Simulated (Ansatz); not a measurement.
# AsH− (doublet): wave-function methods side by side at distance As1–H2 = 3.320 Å, aug-cc-pVDZ

An exercise on one series of results from a longer session: the logs are not shown, and one member is left open.

Program: Ansatz 0.2.0, Gaussian basis. Level of theory: aug-cc-pVDZ, core rule «outside noble gas», up to 14 orbitals frozen. These are calculated values, not measurements.

To be run: UHF; CCSD(T) on ROHF; CCSD(T) on UHF; BCCD(T) on ROHF; CISD as a restricted active space (open shells left free, so some higher excitations enter); CCSDT(Q) on ROHF; CCSDT(Q) on UHF; CCSDTQ on ROHF; CCSDTQ on UHF; CASSCF and MRCISD+Q, 3 electrons in 3 orbitals; CASSCF and NEVPT2, 3 electrons in 3 orbitals; CASSCF and MRCISD+Q, 7 electrons in 5 orbitals; CASSCF and NEVPT2, 7 electrons in 5 orbitals; Full CI.

1 further run of the same task is left out (for a known fault of the program). Runs told in other sessions of the task aren't counted.

## What is computed

The geometry derives from a PBE0/def2-TZVPD stationary point (not a proven minimum). One bond is set to the value named and the two fragments are kept rigid. No spin-orbit coupling is included. The filled d shell of As may be among the frozen orbitals whatever the setting's name suggests.

2 atoms, charge -1, spin multiplicity 2.

Atoms are counted from 1 here; the program's logs count them from 0.

No contacts short enough for the rule that draws bonds.

Set-up of the first run:

Input file in.yaml:

```yaml
crystal:
  periodic: [false, false, false]
  atoms:
    - {symbol: As, position_ang: [0.000000, 0.000000, 0.000000]}
    - {symbol: H, position_ang: [0.000000, 0.000000, 3.320000]}
basis:
  gaussian: {orbitals: aug-cc-pVDZ}
total_charge: -1
magnetization: {spin_polarized: true, initial_magnetization: 1}
hamiltonian: {xc: hf}
output: {orbitals: {seedname: orbitals}}
```

Launch:

```
ansatz run in.yaml --threads 1 --pin off --events-out ev --progress --plain --max-ram 4096MiB --backend cpu
```

Among the steps run: UHF; CCSD(T) on ROHF; CCSD(T) on UHF; BCCD(T) on ROHF; CISD as a restricted active space (open shells left free, so some higher excitations enter); CCSDT(Q) on ROHF; CCSDT(Q) on UHF; CCSDTQ on ROHF; CCSDTQ on UHF; CASSCF and MRCISD+Q, 3 electrons in 3 orbitals; CASSCF and NEVPT2, 3 electrons in 3 orbitals; CASSCF and MRCISD+Q, 7 electrons in 5 orbitals; CASSCF and NEVPT2, 7 electrons in 5 orbitals; Full CI.

One table of the session follows, with a row left open; its other results are not shown here.

| method | from FCI (meV) |
| --- | --- |
| ROHF | +4438.3 |
| RMP2 | +1561.8 |
| CISD | +816.9 |
| RCCSD | ? |
| RCCSD(T) | +48.7 |
| BCCD(T) | +110.7 |
| RCCSDT | +39.2 |
| RCCSDT(Q) | -1.8 |
| RCCSDTQ | +2.6 |
| CASSCF pair | +2941.3 |
| NEVPT2 pair | +616.7 |
| MRCISD pair | +259.8 |
| MRCISD+Q pair | +35.4 |
| CASSCF valence | +2926.7 |
| NEVPT2 valence | +848.2 |
| MRCISD valence | +251.0 |
| MRCISD+Q valence | +28.8 |
| FCI | 0 |

**Question.** Estimate the row for RCCSD.

As computed: from FCI (meV): +352.7. In the column «from FCI (meV)» it lies between MRCISD pair (+259.8) and NEVPT2 pair (+616.7).

Caveats from the session: Left out of the table: UHF, UMP2, UCCSD, UCCSD(T), UCCSDT, UCCSDT(Q), UCCSDTQ (another determinant or state than the rows shown).
